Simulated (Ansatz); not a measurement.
**La3Hf in Ansatz: the effect of target pressure**

The system is La3Hf.

```xyz
4
Lattice="5.0451 0.0000 0.0000 0.0000 5.0451 0.0000 0.0000 0.0000 5.0451" Properties=species:S:1:pos:R:3 pbc="T T T"
Hf    0.0000    0.0000    0.0000
La    2.5226    2.5226    0.0000
La    2.5226    0.0000    2.5226
La    0.0000    2.5226    2.5226
```

The cell comes from a database or a generator and needn't be the stable form of this composition.

Alike in all runs:

```yaml
Program: Ansatz 0.2.0
Task: relaxation of cell and atoms
Functional: r2SCAN
Potentials_or_basis: Ansatz PAW
Cutoff: "500 eV (not typed: the program's choice for these potentials)"
k_mesh: 5 × 5 × 5
Occupations: fermi-dirac, width 0.05 eV
Spin: no spin polarisation
```

Each run relaxes the cell or the atoms first.

Question: One run gave: relaxed volume 32.05 Å³/atom. Which target pressure did it use?
A. 5 GPa
B. 10 GPa
C. 30 GPa
D. 20 GPa
E. 0 GPa

Answer: E.

```csv
target pressure,relaxed volume (Å³/atom)
0 GPa,32.05
2 GPa,30.53
5 GPa,28.67
10 GPa,26.16
20 GPa,23.22
30 GPa,21.36
```

Caveats: the magnetic or orbital state may not be the lowest; the plane-wave basis is chosen anew once the cell has moved, so the energies of steps on either side of that aren't comparable; the PAW data sets come from PBE, with cores solved anew for the run's functional, which leaves a small shift of forces and pressure; the volume moved by over 15 % at a fixed basis, so the end points are rough (some runs).
